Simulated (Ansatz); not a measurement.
**CH₄FGaS: up Jacob's ladder to CCSD(T)**

Aim: compute CH₄FGaS with functionals from several rungs and with coupled cluster. The yardstick is the atomisation energy at the CCSD(T) limit.

The runs use Ansatz 0.2.0, Gaussian basis; functionals in def2-TZVPP, the program's frozen cores in correlated methods.

Levels to be run: LDA (SPW92), PBE-D4, revPBE-D4, BLYP-D4, r2SCAN-D4, B97M-V, PBE0-D4, B3LYP-D4, r2SCANh-D4, r2SCAN0-D4, HSE06-D4, BHLYP-D4, CAM-B3LYP-D4, LC-ωPBE, ωB97X-V, ωB97M-V, B2PLYP, PBE-QIDH; CCSD(T)/def2-SVP; CCSD(T)/def2-TZVPP; MP2/def2-QZVPP; extrapolation to the limit; RPA on PBE.

### Step 1. Structure used throughout

The geometry comes from an earlier relaxation with PBE0-D4 in a triple-zeta def2 set; it is a stationary point, not always the lowest conformer.

SMILES `[F][GaH][CH2]S`, 8 atoms, charge 0, spin multiplicity 1.

Atoms are counted from 1 here; the program's logs count them from 0.

Bond lengths: F1–Ga2 1.763 Å, Ga2–C3 1.953 Å, Ga2–H5 1.554 Å, C3–S4 1.834 Å, C3–H6 1.087 Å, C3–H7 1.089 Å, S4–H8 1.344 Å. Angles: F1–Ga2–C3 113.5°, F1–Ga2–H5 116.3°, C3–Ga2–H5 129.7°, Ga2–C3–S4 94.0°, Ga2–C3–H6 122.2°, Ga2–C3–H7 111.6°, S4–C3–H6 111.4°, S4–C3–H7 105.6°, H6–C3–H7 109.9°, C3–S4–H8 97.3°.

### Step 2. LDA

This LDA is Slater exchange with PW92 correlation.

File in.yaml:

```yaml
crystal:
  periodic: [false, false, false]
  atoms:
    - {symbol: F, position_ang: [-0.467145, 2.124269, -1.341350]}
    - {symbol: Ga, position_ang: [0.282606, 0.564184, -1.008425]}
    - {symbol: C, position_ang: [-0.720648, -0.527790, 0.263110]}
    - {symbol: S, position_ang: [0.305867, -0.028726, 1.698834]}
    - {symbol: H, position_ang: [1.690904, 0.331605, -1.621846]}
    - {symbol: H, position_ang: [-0.781909, -1.609108, 0.175910]}
    - {symbol: H, position_ang: [-1.710377, -0.114305, 0.452898]}
    - {symbol: H, position_ang: [1.400693, -0.740129, 1.380878]}
basis:
  gaussian: {orbitals: def2-TZVPP}
hamiltonian: {xc: lda}
output: {orbitals: {seedname: orbitals}}
```

Further steps of the session: PBE-D4 (GGA); revPBE-D4 (GGA); BLYP-D4 (GGA); r2SCAN-D4 (meta-GGA); B97M-V (meta-GGA); PBE0-D4 (hybrid); B3LYP-D4 (hybrid); r2SCANh-D4 (hybrid); r2SCAN0-D4 (hybrid); HSE06-D4 (hybrid); BHLYP-D4 (hybrid); CAM-B3LYP-D4 (range-separated); LC-ωPBE (range-separated); ωB97X-V (range-separated); ωB97M-V (range-separated); B2PLYP (double hybrid); PBE-QIDH (double hybrid); CCSD(T) in def2-SVP; CCSD(T) in def2-TZVPP; MP2 in def2-QZVPP; RPA on PBE orbitals.

Q: Predict the results of all the runs planned. Wanted: atomisation energy, CCSD(T)/CBS; farthest beyond LDA; mean size of error, GGA; mean size of error, meta-GGA; mean size of error, hybrid; mean size of error, range-separated; mean size of error, double hybrid; gap, smallest and largest; T1 diagnostic.

The runs gave:

```
                               quantity                                                                                                value
        atomisation energy, CCSD(T)/CBS                                                                                        2559.4 kJ/mol
 functionals within 25.6 kJ/mol (1.0 %)  r2SCAN-D4, B97M-V, PBE0-D4, r2SCANh-D4, HSE06-D4, CAM-B3LYP-D4, LC-ωPBE, ωB97X-V, ωB97M-V, PBE-QIDH
                    farthest beyond LDA                                                                             BHLYP-D4 (-109.7 kJ/mol)
                mean size of error, GGA                                                                                          35.9 kJ/mol
           mean size of error, meta-GGA                                                                                           4.4 kJ/mol
             mean size of error, hybrid                                                                                          40.7 kJ/mol
    mean size of error, range-separated                                                                                          11.9 kJ/mol
      mean size of error, double hybrid                                                                                          36.5 kJ/mol
              gap, smallest and largest                                                            4.24 eV (LDA (SPW92)), 10.96 eV (LC-ωPBE)
                          T1 diagnostic                                                                                               0.0134
triples share of the correlation energy                                                                                                3.8 %
```

**Reading.** LDA overbinds by 379.9 kJ/mol (15 %). PBE-D4 misses by +27.3 kJ/mol. Double hybrids carry the basis error of their MP2 part in triple zeta, and no dispersion term here, so their miss is partly the set-up's. The rungs meta-GGA, range-separated miss on average by less than the doubt on the reference (25.6 kJ/mol), so they tie. Misses under about 25.6 kJ/mol are within the doubt on the reference itself, which lacks core-valence correlation, relativity and higher excitations, and its outer-core shells are covered unevenly. Hartree-Fock recovers 71 % of the binding; the rest is correlation. CCSD(T) in def2-SVP is off by -162.3 kJ/mol, worse than the median functional, from the basis alone. Orbital gaps span 4.2 to 11.0 eV; exact exchange widens them. Correlated methods include outer-core shells of Ga, which these sets cover unevenly.
